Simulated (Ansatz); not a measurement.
The system is Ta4NiO11.

```
Ta Ni O
1.0
     1.95495  -14.82973    0.00000
     1.95495   14.82973    0.00000
     0.00000    0.00000    3.88590
Ta Ni O
4 1 11
Direct
  0.20437 0.79563 0.00000
  0.92451 0.07549 0.00000
  0.07549 0.92451 0.00000
  0.79563 0.20437 0.00000
  0.50000 0.50000 0.00000
  0.13987 0.86013 0.00000
  0.72107 0.27893 0.00000
  0.43645 0.56355 0.00000
  0.56355 0.43645 0.00000
  0.00000 0.00000 0.00000
  0.86013 0.13987 0.00000
  0.27893 0.72107 0.00000
  0.92790 0.07210 0.50000
  0.07210 0.92790 0.50000
  0.79436 0.20564 0.50000
  0.20564 0.79436 0.50000
```

The cell was built by a generator and needn't be a form met in nature.

| Quantity | Value |
| --- | --- |
| Program | Ansatz 0.2.0 |
| Task | relaxation of cell and atoms |
| Functional | BLYP |
| Potentials or basis | Ansatz PAW |
| Cutoff | 420 eV (not typed: the program's choice for these potentials) |
| k mesh | 5 × 5 × 5 |
| Occupations | fermi-dirac, width 0.05 eV |
| Spin | collinear spin, ferromagnetic start |
| Starting moments | [0.0, 0.0, 0.0, 0.0, 1.0, 0.0, 0.0, 0.0, 0.0, 0.0, 0.0, 0.0, 0.0, 0.0, 0.0, 0.0] μB |

At the start: volume 14.08 Å³/atom.

**Question.** Where does the relaxation end?

**Answer.** It ends after 7 steps and the volume is 14.39 Å³/atom (+2.2 %); space group Cmmm (No. 65, to 0.05 Å); moment 0.40 μB per cell.

Step by step:
| step | energy change (eV) | largest force (eV/Å) | volume (Å³) |
| --- | --- | --- | --- |
| 1 | 0.0000 | 0.1145 | 225.32 |
| 2 | -0.0401 | 0.0442 | 230.58 |
| 3 | -0.0440 | 0.0137 | 230.07 |
| 4 | -0.0442 | 0.0070 | 230.05 |
| 5 | -0.0681 | 0.0066 | 230.05 |
| 6 | -0.0673 | 0.0030 | 230.27 |
| 7 | -0.0686 | 0.0031 | 230.27 |

Final structure:
```xyz
16
Lattice="1.9662 -14.9743 0.0000 1.9662 14.9743 0.0000 0.0000 0.0000 3.9105" Properties=species:S:1:pos:R:3 pbc="T T T"
Ta    1.9662    8.8617    0.0000
Ta    1.9662  -12.7066    0.0000
Ta    1.9662   12.7066    0.0000
Ta    1.9662   -8.8617    0.0000
Ni    1.9662    0.0000    0.0000
O     1.9662   10.7856    0.0000
O     1.9662   -6.6210    0.0000
O     1.9662    1.8921    0.0000
O     1.9662   -1.8921    0.0000
O     0.0000    0.0000    0.0000
O     1.9662  -10.7856    0.0000
O     1.9662    6.6210    0.0000
O     1.9662  -12.7943    1.9553
O     1.9662   12.7943    1.9553
O     1.9662   -8.8272    1.9553
O     1.9662    8.8272    1.9553
```

Caveat: the plane-wave basis is chosen anew once the cell has moved, so the energies of steps on either side of that aren't comparable; the pressure holds a Pulay correction of +0.7 GPa for the finite cutoff; a cell with one magnetic atom can't hold antiferromagnetic order, which such compounds often take; the PAW data sets come from PBE, with cores solved anew for the run's functional, which leaves a small shift of forces and pressure.
